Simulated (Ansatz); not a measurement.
# GeH₂O₂: ionisation energy by level of theory

The task here is to estimate one member of a computed series from the others.

The runs use Ansatz 0.2.0, Gaussian basis; unrestricted cation, the program's frozen cores in correlated methods.

The runs, in order: UKS PBE-D4/def2-TZVPP; UKS r2SCAN-D4/def2-TZVPP; UKS PBE0-D4/def2-TZVPP; UKS B3LYP-D4/def2-TZVPP; UKS wB97X-V/def2-TZVPP; UKS wB97M-V/def2-TZVPP; UKS B2PLYP/def2-TZVPP; UHF-CCSD(T)/def2-TZVPP; UHF-CCSD(T)/def2-QZVPP; extrapolation to the limit; then −ε(HOMO) from the neutral's earlier runs with LDA (SPW92), PBE-D4, revPBE-D4, BLYP-D4, r2SCAN-D4, B97M-V, PBE0-D4, B3LYP-D4, r2SCANh-D4, r2SCAN0-D4, HSE06-D4, BHLYP-D4, CAM-B3LYP-D4, LC-ωPBE, ωB97X-V, ωB97M-V.

**The geometry**

An earlier PBE0-D4 in a triple-zeta def2 set relaxation fixed the geometry.

SMILES `[OH][Ge][OH]`, 5 atoms, charge 0, spin multiplicity 1.

Atoms are counted from 1 here; the program's logs count them from 0.

Bond lengths: O1–Ge2 1.790 Å, O1–H4 0.961 Å, Ge2–O3 1.790 Å, O3–H5 0.961 Å. Angles: Ge2–O1–H4 118.8°, O1–Ge2–O3 102.4°, Ge2–O3–H5 118.8°.

Set-up of the first run:

in.yaml

```yaml
crystal:
  periodic: [false, false, false]
  atoms:
    - {symbol: O, position_ang: [-1.341020, -0.099502, -0.377435]}
    - {symbol: Ge, position_ang: [-0.316413, -0.895774, 0.855294]}
    - {symbol: O, position_ang: [1.281876, -0.142306, 0.570231]}
    - {symbol: H, position_ang: [-0.940946, 0.550828, -0.961511]}
    - {symbol: H, position_ang: [1.366402, 0.513153, -0.127881]}
basis:
  gaussian: {orbitals: def2-TZVPP}
total_charge: 1
magnetization: {spin_polarized: true, initial_magnetization: 1}
hamiltonian: {xc: pbe, dispersion: d4}
```

Run with:

```console
$ ansatz run in.yaml --threads 2 --pin off --events-out ev --progress --plain --max-ram 32768MiB --backend cpu
```

Among the steps run: Cation, UKS PBE-D4/def2-TZVPP; Cation, UKS r2SCAN-D4/def2-TZVPP; Cation, UKS PBE0-D4/def2-TZVPP; Cation, UKS B3LYP-D4/def2-TZVPP; Cation, UKS wB97X-V/def2-TZVPP; Cation, UKS wB97M-V/def2-TZVPP; Cation, UKS B2PLYP (frozen core)/def2-TZVPP; Cation, UHF-CCSD(T)/def2-TZVPP; Cation, UHF-CCSD(T)/def2-QZVPP.

One of the session's tables, all rows but one given; the rest of the session is left out.

For comparison, −ε(HOMO) of the neutral from earlier runs:

| functional | −ε(HOMO) (eV) |
| --- | --- |
| LDA (SPW92) | 6.96 |
| PBE-D4 | 6.76 |
| revPBE-D4 | 6.69 |
| BLYP-D4 | 6.69 |
| r2SCAN-D4 | ? |
| B97M-V | 6.98 |
| PBE0-D4 | 7.91 |
| B3LYP-D4 | 7.77 |
| r2SCANh-D4 | 7.48 |
| r2SCAN0-D4 | 8.11 |
| HSE06-D4 | 7.51 |
| BHLYP-D4 | 8.98 |
| CAM-B3LYP-D4 | 9.30 |
| LC-ωPBE | 10.55 |
| ωB97X-V | 10.22 |
| ωB97M-V | 10.15 |

Estimate the missing values for r2SCAN-D4.

Worked estimate for «−ε(HOMO) (eV)». Against the share of exact exchange, r2SCANh-D4 (0.1, 7.48), r2SCAN0-D4 (0.25, 8.11) give a slope of 4.20 per unit share; at 0 the line stands at 7.06.

**Answer.** −ε(HOMO) (eV): 7.05. In «−ε(HOMO) (eV)» the line misses by +0.01.
